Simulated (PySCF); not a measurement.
# LaCl: basis, grid and Hamiltonian

Aim: see how much the energy and properties of LaCl depend on the numerical set-up.

Method: method and basis as typed in the scripts; program: PySCF 2.14.0.

1 further run of the same task is left out (for a known fault of the program).

## (1) Where the work starts

LaCl: 2 atoms, charge 0, spin multiplicity 1.

Bond lengths: La1–Cl2 2.565 Å.

## (2) The base run

The input, input.py:

```python
from pyscf import gto, scf, mp

mol = gto.M(
    atom='La 0 0 0; Cl 0 0 2.565',
    basis='sbkjc',
    ecp={'La': 'sbkjc', 'Cl': 'sbkjc'},
    charge=0,
    spin=0,
    verbose=4,
)
mf = scf.UHF(mol)
mf.level_shift = 0.3
mf.kernel()
mp.MP2(mf).kernel()
mf.dip_moment()
print('orbital energies (hartree):', [e[max(0, n-3):n+3].round(4) for e, n in zip(mf.mo_energy, mol.nelec)])
```

Command:

```
$ python input.py
```

Its log is not repeated here.

It gives: E(SCF) = -45.811210 Eh, E(MP2) − E(SCF) = -0.17823 Eh, μ = 5.02 D (of the SCF density).

The bond length is a typed value, not an optimised one.

## (3) Def2-svp

Edit 1 changes basis set: sbkjc → def2-svp. The core potential changes with it: totals don't compare.

The input, input.py:

```python
from pyscf import gto, scf, mp

mol = gto.M(
    atom='La 0 0 0; Cl 0 0 2.565',
    basis='def2-svp',
    ecp={'La': 'def2-svp'},
    charge=0,
    spin=0,
    verbose=4,
)
mf = scf.UHF(mol)
mf.level_shift = 0.3
mf.kernel()
mp.MP2(mf).kernel()
mf.dip_moment()
print('orbital energies (hartree):', [e[max(0, n-3):n+3].round(4) for e, n in zip(mf.mo_energy, mol.nelec)])
```

Command:

```
$ python input.py
```

## (4) Density fitting def2-universal-jkfit

Edit 2 changes density fitting: none → def2-universal-jkfit.

input.py: that of step 2 with these lines changed.

```diff
@@ -11,2 +11,3 @@
 mf = scf.UHF(mol)
+mf = mf.density_fit(auxbasis='def2-universal-jkfit')
 mf.level_shift = 0.3
```

## (5) Density fitting weigend

Edit 3 changes density fitting: none → weigend.

input.py: that of step 2 with these lines changed.

```diff
@@ -11,2 +11,3 @@
 mf = scf.UHF(mol)
+mf = mf.density_fit(auxbasis='weigend')
 mf.level_shift = 0.3
```

Before running it: what results should come out? Wanted: for each run, E(SCF); from base; gap; SCF dipole; after the SCF.

**Answer**, as computed:

| run | E(SCF) (hartree) | from base (eV) | cycles | gap (eV) | SCF dipole (D) | functions | after the SCF |
| --- | --- | --- | --- | --- | --- | --- | --- |
| base | -45.811210 | 0 | 22 | 5.76 | 5.02 | 39 | MP2 correlation -4.850 eV |
| def2-svp | -490.540704 | not comparable | 22 | 5.72 | 3.62 | 50 | MP2 correlation -7.932 eV |
| density fitting def2-universal-jkfit | -45.811197 | not comparable | 22 | 5.76 | 5.02 | 39 | MP2 correlation -4.850 eV |
| density fitting weigend (poor choice) | -45.806267 | not comparable | 22 | 5.76 | 5.01 | 39 | MP2 correlation -4.847 eV |

What this shows: Rows marked «poor choice» come from settings spoiled on purpose.
